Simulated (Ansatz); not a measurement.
**HOSeSi− (SMILES O=[Si-][SeH]): one structure at several levels**

How do the functionals fare away from a minimum? The structure is a structure displaced at random from a GFN2-xTB minimum.

Method: single points in def2-TZVPPD; program: Ansatz 0.2.0, Gaussian basis.

Cores are frozen in the correlated methods. Filled d shells of the heavier atoms are correlated.

## Step 1: The system as given

SMILES `O=[Si-][SeH]`, 4 atoms, charge -1, spin multiplicity 1.

Atoms are counted from 1 here; the program's logs count them from 0.

Bond lengths: O1–Si2 1.397 Å, Se3–H4 1.369 Å.

Geometry (Å):

```
atom    x (Å)    y (Å)    z (Å)
  O1  -1.2110   0.5498   1.2150
 Si2  -1.2945  -0.4376   0.2302
 Se3   1.1125  -0.5570  -1.1213
  H4   1.3532   0.5557  -0.3612
```

## Step 2: CCSD(T)/def2-TZVPPD

File run/in.yaml:

```yaml
crystal:
  periodic: [false, false, false]
  atoms:
    - {symbol: O, position_ang: [-1.211000, 0.549800, 1.215000]}
    - {symbol: Si, position_ang: [-1.294500, -0.437600, 0.230200]}
    - {symbol: Se, position_ang: [1.112500, -0.557000, -1.121300]}
    - {symbol: H, position_ang: [1.353200, 0.555700, -0.361200]}
basis:
  gaussian: {orbitals: "def2-TZVPPD.json"}
total_charge: -1
correlation: {method: ccsd_t}
output: {forces: true}
```

The basis file named in the input lies beside it (Basis Set Exchange, JSON).

No record of the launch command was kept for these runs.

## Step 3: PBE0-D4/def2-TZVPPD

Changes to run/in.yaml since step 2:

```diff
@@ -10,3 +10,3 @@
 total_charge: -1
-correlation: {method: ccsd_t}
-output: {forces: true}
+hamiltonian: {xc: pbe0, dispersion: d4}
+output: {forces: true, orbitals: {seedname: orbitals}}
```

## Step 4: wB97M-V/def2-TZVPPD

Changes to run/in.yaml since step 3:

```diff
@@ -10,3 +10,3 @@
 total_charge: -1
-hamiltonian: {xc: pbe0, dispersion: d4}
-output: {forces: true, orbitals: {seedname: orbitals}}
+hamiltonian: {xc: {name: wB97M-V}}
+output: {forces: true}
```

## Step 5: r2SCAN-D4/def2-TZVPPD

Changes to run/in.yaml since step 4:

```diff
@@ -10,3 +10,3 @@
 total_charge: -1
-hamiltonian: {xc: {name: wB97M-V}}
+hamiltonian: {xc: r2scan, dispersion: d4}
 output: {forces: true}
```

## Step 6: PBE-D4/def2-TZVPPD

Changes to run/in.yaml since step 5:

```diff
@@ -10,3 +10,3 @@
 total_charge: -1
-hamiltonian: {xc: r2scan, dispersion: d4}
+hamiltonian: {xc: pbe, dispersion: d4}
 output: {forces: true}
```

## Step 7: r2SCAN0-D4/def2-TZVPPD

Changes to run/in.yaml since step 6:

```diff
@@ -10,3 +10,3 @@
 total_charge: -1
-hamiltonian: {xc: pbe, dispersion: d4}
+hamiltonian: {xc: {name: r2SCAN0}, dispersion: d4}
 output: {forces: true}
```

## Step 8: BLYP-D4/def2-TZVPPD

Changes to run/in.yaml since step 7:

```diff
@@ -10,3 +10,3 @@
 total_charge: -1
-hamiltonian: {xc: {name: r2SCAN0}, dispersion: d4}
+hamiltonian: {xc: {name: BLYP}, dispersion: d4}
 output: {forces: true}
```

(Steps that only read results are left out.)

Q: Predict the outcome of this session. Wanted: RMS force component; RMS force error; HOMO and LUMO, PBE0-D4; T1 diagnostic.

**Answer**, as computed:

| quantity | value |
| --- | --- |
| RMS force component | 4.426 to 5.030 eV/Å over the methods |
| RMS force error | PBE0-D4 0.279, wB97M-V 0.277, r2SCAN-D4 0.142, PBE-D4 0.195, r2SCAN0-D4 0.438, BLYP-D4 0.228 eV/Å |
| HOMO and LUMO, PBE0-D4 | -1.13 and 3.43 eV |
| T1 diagnostic | 0.014 |

In words: On forces the order runs from r2SCAN-D4 to r2SCAN0-D4. Frozen-core CCSD(T) forces in triple zeta carry basis errors of their own, and this is one geometry, so small gaps rank nothing.
